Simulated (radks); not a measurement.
# The Coulomb parameter U of the 5d shell of Ta⁺

Aim: U as the second difference [E(n + 0.5) + E(n − 0.5) − 2E(n)]/0.5², with all orbitals relaxed. Bare: the atom's charge changes with n. Screened: the 6s shell takes up the change. The start is a model configuration, not necessarily the ground state.

Program: radks (a radial shooting solver on a logarithmic mesh, Libxc functionals) version 1. Level of theory: Dirac Kohn-Sham, PBEsol, spin-unpolarised, spherical densities, point nucleus; open shells are shared between the two j in proportion to 2j + 1. These are calculated values, not measurements, unless marked.

**1. What is computed**

| Item | Value |
| --- | --- |
| element | tantalum (Z = 73) |
| charge | +1 |
| electrons | 72 |
| configuration | [Xe] 4f14 5d3 6s1 |

The outer shells:

Ta⁺
```
[Xe] core
4f [↑↓][↑↓][↑↓][↑↓][↑↓][↑↓][↑↓]
5d [↑ ][↑ ][↑ ][  ][  ]
6s [↑ ]
```

**2. Start: [Xe] 4f14 5d3 6s1**

Settings of this run:

```text
Z 73
configuration [Xe] 4f14 5d3 6s1
relativity Dirac
functional pbe_sol,pbe_sol
spin unpolarised
j_filling average
nucleus point
c 137.035999084
```

**3. Bare +0.5: [Xe] 4f14 5d3.5 6s1**

Changes since step 2:

```diff
@@ -1,3 +1,3 @@
 Z 73
-configuration [Xe] 4f14 5d3 6s1
+configuration [Xe] 4f14 5d3.5 6s1
 relativity Dirac
```

**4. Bare -0.5: [Xe] 4f14 5d2.5 6s1**

Changes since step 3:

```diff
@@ -1,3 +1,3 @@
 Z 73
-configuration [Xe] 4f14 5d3.5 6s1
+configuration [Xe] 4f14 5d2.5 6s1
 relativity Dirac
```

**5. Screened +0.5: [Xe] 4f14 5d3.5 6s0.5**

Changes since step 4:

```diff
@@ -1,3 +1,3 @@
 Z 73
-configuration [Xe] 4f14 5d2.5 6s1
+configuration [Xe] 4f14 5d3.5 6s0.5
 relativity Dirac
```

**6. Screened -0.5: [Xe] 4f14 5d2.5 6s1.5**

Changes since step 5:

```diff
@@ -1,3 +1,3 @@
 Z 73
-configuration [Xe] 4f14 5d3.5 6s0.5
+configuration [Xe] 4f14 5d2.5 6s1.5
 relativity Dirac
```

What does the calculation give?

As calculated:

| quantity | value (eV) |
| --- | --- |
| U, bare | 8.910 |
| U, screened by 6s | 0.638 |

Letting 6s compensate leaves 7 % of the bare value; this second difference measures U(5d,5d) + U(6s,6s) − 2U(5d,6s). A solid screens further than the bare atom, so the bare value is an upper guide for the U of a crystal.
